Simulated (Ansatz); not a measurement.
# Sn2Ir (Fm-3m): surface slab from a Python script

The task is a surface slab, for Sn2Ir (Fm-3m).

Program: the Python package of Ansatz 0.2.0. Level of theory: DFT r2SCAN, plane waves, PAW. These are calculated values, not measurements.

## Step 1: The system

Symmetry: Fm-3m, No. 225, cubic system. The conventional cell has a = 6.338 Å, b = 6.338 Å, c = 6.338 Å, α = 90.00°, β = 90.00°, γ = 90.00°. Sn (site symmetry -43m) is surrounded by 4 Ir at 2.74 Å. Around Ir (site symmetry m-3m) lie 8 Sn at 2.74 Å.

The script holds or builds the structure itself.

## Step 2: The script

The input, slab_sn2ir.py:

```python
# -*- coding: utf-8 -*-
'''A surface of Sn2Ir: energy and work function.'''

from dataclasses import dataclass

import ansatz as az
from ase import Atoms
from ase.build import surface
from ase.constraints import FixAtoms
import numpy as np


@dataclass
class Settings:
    xc: str = 'r2scan'
    cutoff_ev: int = 550
    smearing: str = 'cold'


cfg = Settings()

atoms = Atoms(
    ['Sn', 'Sn', 'Ir'],
    scaled_positions=[
        (0.25, 0.25, 0.25),
        (0.75, 0.75, 0.75),
        (0.0, 0.0, 0.0),
    ],
    cell=[
        (0.0, 3.169, 3.169),
        (3.169, 0.0, 3.169),
        (3.169, 3.169, 0.0),
    ],
    pbc=True,
)
# the plane is named in the basis of this cell
slab = surface(atoms, (0, 0, 1), 3, vacuum=7.0)
slab.pbc = True

print(slab.get_chemical_formula(), 'area {:.3f} A^2, cell height {:.2f} A'.format(np.linalg.norm(np.cross(slab.cell[0], slab.cell[1])), slab.cell[2, 2]))
# hold the lower half
slab.set_constraint(FixAtoms(mask=slab.positions[:, 2] < slab.positions[:, 2].mean()))


def common(structure):
    return (
        az.Crystal.from_ase(structure).calculation()
        .functional(cfg.xc)
        .basis(cfg.cutoff_ev)
        .occupations(cfg.smearing, width=150 * az.meV)
    )


calculation = (
    common(slab)
    .kpoints(5, 5, 1)
    .electric_field(axis=3, dipole_correction=True)
    .relax(force_tolerance=0.03, max_steps=30)
)
outcome = calculation.run(threads=1)
rep = outcome.report

print(f'slab free energy {rep["free_energy_ev"]:.4f} eV, Fermi level {rep["fermi_energy_ev"]:.3f} eV')
for key, value in rep['work_function'].items():
    if isinstance(value, float):
        print(f'{key:34s} {value:12.5f}')

# two faces, so half the excess energy for each
bulk = common(atoms).kpoints(6, 6, 6).run(threads=1).report
excess = rep['free_energy_ev'] - bulk['free_energy_ev'] * len(slab) / len(atoms)
area = np.linalg.norm(np.cross(slab.cell[0], slab.cell[1]))
print(f'mean surface energy {excess / (2 * area) * 16.02177:.3f} J/m^2 ({1000 * excess / (2 * area):.1f} meV/A^2)')

print('atom   z before  z after (A)')
for atom, site in zip(slab, outcome.lattice.sites):
    print(f'{atom.symbol:3s} {atom.z:9.3f} {site.position_ang[2]:9.3f}')
```

## Step 3: What the engine is handed

The package turns the script's settings into the engine's input (first run):

```yaml
crystal:
  lattice:
    - [4.481642779160339, 0.0, 0.0]
    - [2.240821389580169, 3.8812164974399463, 0.0]
    - [0.0, 0.0, 24.06292651684058]
  atoms:
    - { symbol: Sn, position: [0.3333333333333333, 0.33333333333333337, 0.32892140097721423] }
    - { symbol: Sn, position: [0.0, 2.220446049250313e-16, 0.4049563338762301] }
    - { symbol: Ir, position: [0.0, 0.0, 0.2909039345277063] }
    - { symbol: Sn, position: [0.6666666666666666, 0.6666666666666667, 0.48099126677524606] }
    - { symbol: Sn, position: [0.33333333333333326, 0.3333333333333335, 0.5570261996742619] }
    - { symbol: Ir, position: [0.3333333333333333, 0.3333333333333334, 0.4429738003257381] }
    - { symbol: Sn, position: [2.220446049250313e-16, 2.220446049250313e-16, 0.6330611325732779] }
    - { symbol: Sn, position: [0.6666666666666667, 0.666666666666667, 0.7090960654722936] }
    - { symbol: Ir, position: [0.6666666666666666, 0.6666666666666669, 0.5950436661237699] }
basis:
  ecutwfc: 550.0
kpoints:
  mp_grid:
    grid: [5, 5, 1]
hamiltonian:
  xc: r2scan
efield:
  axis: 3
  dipole_correction: true
scf:
  occupations:
    method: cold
    width: 0.15
relax:
  f_tol: 0.03
  max_steps: 30
  constraints:
    - { sites: [0, 1, 2, 3, 5], fix: xyz }
```

## Step 4: The run

Run with:

```sh
> python slab_sn2ir.py
```

Without the output at hand: what should come out? Wanted: mean surface energy; moves of the relaxation of run 1; energy gained in run 1; last largest force component of run 1; vacuum level less Fermi level, upper / lower face.

**Answer**, as computed:

| quantity | value |
| --- | --- |
| mean surface energy | 1.654 J/m² |
| runs compared | 2 |
| moves of the relaxation of run 1 | 3 |
| energy gained in run 1 | 5.0 meV/atom |
| last largest force component of run 1 | 0.0209 eV/Å |
| vacuum level less Fermi level, upper / lower face (run 1) | 4.68 / 4.61 eV |

What this shows: Miller indices refer to the cell that the script starts from. The surface energy is the mean of both faces of a thin slab, not converged with thickness. Run 1: The relaxation took 3 moves; the largest shift is 0.167 Å, of atom 7 (Sn). The two faces differ by 0.07 eV, so the slab carries a dipole. Notes:
- The run is spin-unpolarised.
- The mesh is modest for a metal, so energies can be off by several to tens of meV an atom and pressures by half a GPa or more; differences at equal mesh fare better.
- The relaxation stopped at 0.021 eV/Å, so the energy gained is a lower bound and displacements are uncertain.
- Only differences from the Fermi energy are physical; the zero of the scale is a convention.
- Spin-orbit coupling, which matters for elements this heavy, is left out.
- The slab is thin and cut from the structure as given; a cut can leave two unlike or polar faces, and the surface energy is then their mean. Miller indices refer to the vectors of the cell as typed, and the lattice isn't relaxed for this functional, so relaxation and surface energy can hold strain.
